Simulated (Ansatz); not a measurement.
# ScAl4As: the cost of one run

Program: Ansatz 0.2.0. Level of theory: DFT PBE, scalar-relativistic, plane waves, PAW. These are calculated values, not measurements.

### 1 The system as given

It takes space group F-43m (No. 216, cubic). Conventional cell: a = 7.766 Å, b = 7.766 Å, c = 7.766 Å, α = 90.00°, β = 90.00°, γ = 90.00°. Around Sc (site symmetry -43m) lie 12 Al at 3.22 Å and 4 As at 3.36 Å. Around Al (site symmetry 3m) lie 6 Al at 2.75 Å and 3 Sc at 3.22 Å and 3 As at 3.22 Å. As (site symmetry -43m) is surrounded by 12 Al at 3.22 Å and 4 Sc at 3.36 Å.

Coordinates:

```cif
data_structure
_symmetry_space_group_name_H-M 'P 1'
_symmetry_Int_Tables_number 1
_cell_length_a 5.4914
_cell_length_b 5.4914
_cell_length_c 5.4914
_cell_angle_alpha 60.000
_cell_angle_beta 60.000
_cell_angle_gamma 60.000
_cell_volume 117.09
loop_
_atom_site_label
_atom_site_type_symbol
_atom_site_fract_x
_atom_site_fract_y
_atom_site_fract_z
_atom_site_occupancy
Sc1 Sc 0.75000 0.75000 0.75000 1
Al1 Al 0.87500 0.37500 0.37500 1
Al2 Al 0.37500 0.37500 0.37500 1
Al3 Al 0.37500 0.87500 0.37500 1
Al4 Al 0.37500 0.37500 0.87500 1
As1 As 0.00000 0.00000 0.00000 1
```

A structure generator made this guess: species swapped into a database cell of CaSmAl4 (F-43m, No. 216), with Sc on the Ca sites and As on the Sm sites. The dimensions are guesses.

### 2 The guess as it stands, on a coarse mesh

Contents of input.yaml:

```yaml
crystal:
  lattice:
    - [0.0, 3.8829763, 3.8829763]
    - [3.8829763, 0.0, 3.8829763]
    - [3.8829763, 3.8829763, 0.0]
  atoms:
    - { symbol: Sc, position: [0.75, 0.75, 0.75] }
    - { symbol: Al, position: [0.875, 0.375, 0.375] }
    - { symbol: Al, position: [0.375, 0.375, 0.375] }
    - { symbol: Al, position: [0.375, 0.875, 0.375] }
    - { symbol: Al, position: [0.375, 0.375, 0.875] }
    - { symbol: As, position: [0.0, 0.0, 0.0] }
basis:
  ecutwfc: 420
kpoints:
  mp_grid: { grid: [4, 4, 4] }
hamiltonian:
  xc: pbe
scf:
  occupations: { method: gaussian, width: 0.1 }
  lower_state_search: "off"
output:
  forces: true
  stress: true
  eigenvalues: true
```

Launch:

```
$ ansatz run input.yaml --threads 1 --pin off --max-ram 2560MiB --backend cpu --events-out ev --progress --plain --runs-dir out
```

**Question.** How long does this run take on 1 thread of Intel Xeon at 2.50GHz (Skylake/Cascade Lake), shared host, and how much memory does it need?

About 6.2 s, with a peak of 0.37 GiB.
